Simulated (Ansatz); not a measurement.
Crystal: Zr3S2.

```
CELL_PARAMETERS angstrom
2.90254 1.67578 3.48777
-2.90254 1.67578 3.48777
0.00000 -3.35156 3.48777
ATOMIC_POSITIONS crystal
Zr 0.83873 0.50000 0.16127
Zr 0.50000 0.16127 0.83873
Zr 0.16127 0.83873 0.50000
S 0.66502 0.66502 0.66502
S 0.33498 0.33498 0.33498
```

The cell comes from a database or a generator and needn't be the stable form of this composition.

| Item | Value |
| --- | --- |
| Program | Ansatz 0.2.0 |
| Task | relaxation of cell and atoms |
| Functional | PBEsol |
| Potentials or basis | Ansatz PAW |
| Cutoff | 420 eV (not typed: the program's choice for these potentials) |
| k mesh | 6 × 6 × 6 |
| Occupations | fermi-dirac, width 0.05 eV |
| Spin | no spin polarisation |

At the start: volume 20.36 Å³/atom.

**Question.** How do energy, volume and symmetry change on relaxing?

**Answer.** It ends after 4 steps and the volume is 19.52 Å³/atom (-4.1 %); space group R32 (No. 155, to 0.05 Å).

The path:
```tsv
step	energy change (eV)	largest force (eV/Å)	volume (Å³)
1	0.0000	0.1329	101.79
2	-0.0692	0.0315	97.97
3	-0.0705	0.0044	97.60
4	-0.0700	0.0044	97.60
```

Final structure:
```
CELL_PARAMETERS angstrom
2.86299 1.65295 3.43731
-2.86299 1.65295 3.43731
0.00000 -3.30589 3.43731
ATOMIC_POSITIONS crystal
Zr 0.83843 0.50000 0.16157
Zr 0.50000 0.16157 0.83843
Zr 0.16157 0.83843 0.50000
S 0.66493 0.66493 0.66493
S 0.33507 0.33507 0.33507
```

Caveat: the plane-wave basis is chosen anew once the cell has moved, so the energies of steps on either side of that aren't comparable; the PAW data sets come from PBE, with cores solved anew for the run's functional, which leaves a small shift of forces and pressure.
